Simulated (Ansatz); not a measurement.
**ClGaGeH₄: small, medium and large basis sets**

The task here is to estimate one member of a computed series from the others.

Program: Ansatz 0.2.0, Gaussian basis. Level of theory: one geometry, several basis sets. These are calculated values, not measurements.

Plan: PBE0-D4/def2-SVP; ωB97M-V/def2-SVP; PBE0-D4/def2-QZVPP; ωB97M-V/def2-QZVPP; the functionals' def2-TZVPP values are taken from earlier runs.

## The relaxed structure

The geometry comes from an earlier relaxation with PBE0-D4 in a triple-zeta def2 set; it is a stationary point, not always the lowest conformer.

SMILES `[Cl][GaH][GeH3]`, 7 atoms, charge 0, spin multiplicity 1.

Atoms are counted from 1 here; the program's logs count them from 0.

Bond lengths: Cl1–Ga2 2.159 Å, Ga2–Ge3 2.435 Å, Ga2–H4 1.564 Å, Ge3–H5 1.537 Å, Ge3–H6 1.537 Å, Ge3–H7 1.538 Å. Angles: Cl1–Ga2–Ge3 114.2°, Cl1–Ga2–H4 113.7°, Ge3–Ga2–H4 132.0°, Ga2–Ge3–H5 109.6°, Ga2–Ge3–H6 109.7°, Ga2–Ge3–H7 111.9°, H5–Ge3–H6 108.3°, H5–Ge3–H7 108.5°, H6–Ge3–H7 108.6°.

Set-up of the first run:

Contents of in.yaml:

```yaml
crystal:
  periodic: [false, false, false]
  atoms:
    - {symbol: Cl, position_ang: [-2.162152, -1.405941, 1.317690]}
    - {symbol: Ga, position_ang: [-0.748035, -1.089034, -0.282233]}
    - {symbol: Ge, position_ang: [0.706838, 0.837777, 0.037249]}
    - {symbol: H, position_ang: [-0.853553, -2.142478, -1.433525]}
    - {symbol: H, position_ang: [-0.140746, 2.118859, 0.102105]}
    - {symbol: H, position_ang: [1.471186, 0.697243, 1.363327]}
    - {symbol: H, position_ang: [1.726462, 0.983576, -1.104623]}
basis:
  gaussian: {orbitals: def2-SVP}
hamiltonian: {xc: pbe0, dispersion: d4}
output: {orbitals: {seedname: orbitals}}
```

Among the steps run: PBE0-D4 in def2-SVP; ωB97M-V in def2-SVP; PBE0-D4 in def2-QZVPP; ωB97M-V in def2-QZVPP.

One table of the session follows, with a row left open; its other results are not shown here.

It belongs to the step «Functionals by basis». 

```
functional       basis  HOMO (eV)  LUMO (eV)
   PBE0-D4    def2-SVP      -7.74      -1.98
   PBE0-D4  def2-TZVPP      -7.81      -2.07
   PBE0-D4  def2-QZVPP      -7.83      -2.09
   ωB97M-V    def2-SVP      -9.73      -0.20
   ωB97M-V  def2-TZVPP      -9.84      -0.33
   ωB97M-V  def2-QZVPP          ?          ?
```

Q: Estimate the row for ωB97M-V, def2-QZVPP from the others.

**Answer.** HOMO (eV): -9.86; LUMO (eV): -0.43. In the column «HOMO (eV)» it is the lowest.
